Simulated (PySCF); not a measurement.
# CeF4H3N (Ce(F)4(NH3)): the cost of one run

Computed with PySCF 2.14.0. Level: TPSS, Ce lcecp-2-SVP with ECP46, F def2-SVP, N def2-SVP, H def2-SVP; scalar-relativistic core potentials, no spin–orbit coupling.

6 further runs of the same task are left out: 2 for a known fault of the program, 2 that didn't finish, 2 set aside as unsound or not needed.

### 1 Starting geometry

9 atoms, charge 0, spin multiplicity 1.

Bond lengths: Ce1–F2 2.053 Å, Ce1–F3 2.053 Å, Ce1–F4 2.053 Å, Ce1–F5 2.053 Å, Ce1–N6 2.468 Å, N6–H7 1.020 Å, N6–H8 1.020 Å, N6–H9 1.020 Å. Angles: F2–Ce1–F3 180.0°, F2–Ce1–F4 90.0°, F2–Ce1–F5 90.0°, F2–Ce1–N6 90.0°, F3–Ce1–F4 90.0°, F3–Ce1–F5 90.0°, F3–Ce1–N6 90.0°, F4–Ce1–F5 120.0°, F4–Ce1–N6 120.0°, F5–Ce1–N6 120.0°, Ce1–N6–H7 113.0°, Ce1–N6–H8 113.0°, Ce1–N6–H9 113.0°, H7–N6–H8 105.8°, H7–N6–H9 105.8°, H8–N6–H9 105.8°.

As a file:

```xyz
9

Ce    0.0000    0.0000    0.0000
F     0.0000    0.0000    2.0533
F     0.0000    0.0000   -2.0533
F     2.0533    0.0000    0.0000
F    -1.0266    1.7782    0.0000
N    -1.2338   -2.1369    0.0000
H    -1.8394   -2.2468    0.8133
H    -1.8394   -2.2468   -0.8133
H    -0.6194   -2.9511    0.0000
```

Formal oxidation states: Ce +4. The 4f shell is empty and lies in the core potential.

### 2 SCF at the start, singlet

Contents of run.py (the lines that set the calculation):

```python
mol = gto.M(atom='''
Ce     0.00000     0.00000     0.00000
F      0.00000     0.00000     2.05330
F      0.00000     0.00000    -2.05330
F      2.05330     0.00000     0.00000
F     -1.02660     1.77820     0.00000
N     -1.23380    -2.13690     0.00000
H     -1.83940    -2.24680     0.81330
H     -1.83940    -2.24680    -0.81330
H     -0.61940    -2.95110     0.00000''',
    basis={'Ce': 'lcecp-2-SVP', 'F': 'def2-SVP', 'N': 'def2-SVP', 'H': 'def2-SVP'},
    ecp={'Ce': 'lcecp-2-SVP'},
    charge=0, spin=0)
mf = dft.RKS(mol, xc='TPSS')
mf.grids.atom_grid = (50, 194)  # f atoms: unpruned, at least (60, 302)
mf = mf.density_fit()  # fitting sets: Ce AutoAux, F def2-universal-JKFIT, N def2-universal-JKFIT, H def2-universal-JKFIT
mf.conv_tol = 1e-08; mf.max_cycle = 55
mf.kernel(dm0)  # dm0: free metal ions and neutral atoms
```

The run is started by

```bash
> OMP_NUM_THREADS=2 python run.py
```

Q: Estimate wall time and peak memory on 2 threads of Arm Neoverse V2, shared host.

About 6 s, with a peak of 0.73 GiB.
